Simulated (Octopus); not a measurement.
The system is SiF.

```xyz
2
Lattice="3.0286 0.0000 0.0000 0.0000 3.0286 0.0000 0.0000 0.0000 3.0286" Properties=species:S:1:pos:R:3 pbc="T T T"
Si    1.5143    1.5143    1.5143
F     0.0000    0.0000    0.0000
```

The cell was built by a generator and needn't be a form met in nature.

```yaml
Program: Octopus 16.4
Task: single point
Functional: PBE
Potentials_or_basis: pseudodojo_pbe (PseudoDojo 0.5, PBE)
Grid_spacing: 0.116 Å
k_mesh: 9 × 9 × 9
Occupations: fermi-dirac, width 0.05 eV
Spin: no spin polarisation
```

On this cell: largest force zero by symmetry; band gap on the k mesh none (metal or under the smearing width).

The same run follows on a disturbed copy (atoms moved at random, drawn with an rms of 0.05 Å):

```
Si F
1.0
     3.02860    0.00000    0.00000
     0.00000    3.02860    0.00000
     0.00000    0.00000    3.02860
Si F
1 1
Direct
  0.49055 0.49260 0.48363
  0.00787 0.98963 0.00204
```

What does the disturbed cell give?

The energy (extrapolated to zero smearing) moves by -1.0 meV/atom; largest force 0.056 eV/Å; band gap on the k mesh none (metal or under the smearing width).

Forces on the atoms (eV/Å):
```
Si  -0.038  0.006 -0.040
F    0.038 -0.006  0.040
```

Caveats: an odd number of electrons without spin polarisation forces a metal; a magnetic or distorted state may lie lower.
